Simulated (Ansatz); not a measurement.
# KScS2: the cell at several levels of theory

The task here is to estimate one member of a computed series from the others.

Program: Ansatz 0.2.0. PAW datasets, plane waves, zero pressure. The structure was generated, not taken from experiment, and needn't be the ground state; spin polarisation is off.

**The structure to begin with**

The symmetry is P4/mmm (No. 123, tetragonal); a = 4.208 Å, c = 5.951 Å in the conventional setting, 26.35 Å³ an atom. K has 6 S at 2.98 Å; S has 2 K at 2.98 Å and 4 Sc at 2.98 Å; Sc has 6 S at 2.98 Å; S has 2 Sc at 2.98 Å and 4 K at 2.98 Å.

As a file:

```xyz
4
Lattice="4.2081 0.0000 0.0000 0.0000 4.2081 0.0000 0.0000 0.0000 5.9511" Properties=species:S:1:pos:R:3 pbc="T T T"
K     0.0000    0.0000    0.0000
S     0.0000    0.0000    2.9756
Sc    2.1040    2.1040    2.9756
S     2.1040    2.1040    0.0000
```

Set-up of the first run:

The input, input.yaml:

```yaml
crystal:
  lattice:
    - [4.2080815503, 0.0, 0.0]
    - [0.0, 4.2080815503, 0.0]
    - [0.0, 0.0, 5.951126]
  atoms:
    - { symbol: K, position: [0.0, 0.0, 0.0] }
    - { symbol: S, position: [0.0, 0.0, 0.5] }
    - { symbol: Sc, position: [0.5, 0.5, 0.5] }
    - { symbol: S, position: [0.5, 0.5, 0.0] }
kpoints:
  mp_grid: { grid: [6, 6, 4] }
hamiltonian:
  xc: pbe
scf:
  occupations: { method: fermi_dirac, width: 0.02 }
relax:
  f_tol: 0.005
  cell: {}
```

Run with:

```bash
> ansatz run input.yaml --threads 2 --pin off --max-ram 2211MiB --backend cpu --events-out ev --progress --plain --runs-dir out
```

Among the steps run: PBE: cell and atoms; r2SCAN: cell and atoms; Relaxing with PBEsol; Relaxation with LDA; Relaxing with HSE06.

One of the session's tables, all rows but one given; the rest of the session is left out.

| level | a (Å) | c (Å) | volume (Å³/atom) |
| --- | --- | --- | --- |
| PBE | 4.051 | 5.482 | 22.495 |
| r2SCAN | 4.035 | 5.465 | 22.249 |
| PBEsol | 3.979 | 5.416 | 21.441 |
| LDA | ? | ? | ? |
| HSE06 | 4.033 | 5.440 | 22.126 |

Q: Estimate the row for LDA from the others.

The run gave: a (Å): 3.926; c (Å): 5.364; volume (Å³/atom): 20.671. In the column «a (Å)» it is the lowest.

The first relaxation changed the volume by -14.6 % from the start. The volume runs from LDA (least) to PBE (most), a spread of 8.8 %, or 2.9 % in length if all axes shared it alike. The meshes differ: PBE 6×6×4, r2SCAN 6×6×4, PBEsol 6×6×4, LDA 6×6×4, HSE06 4×4×4.
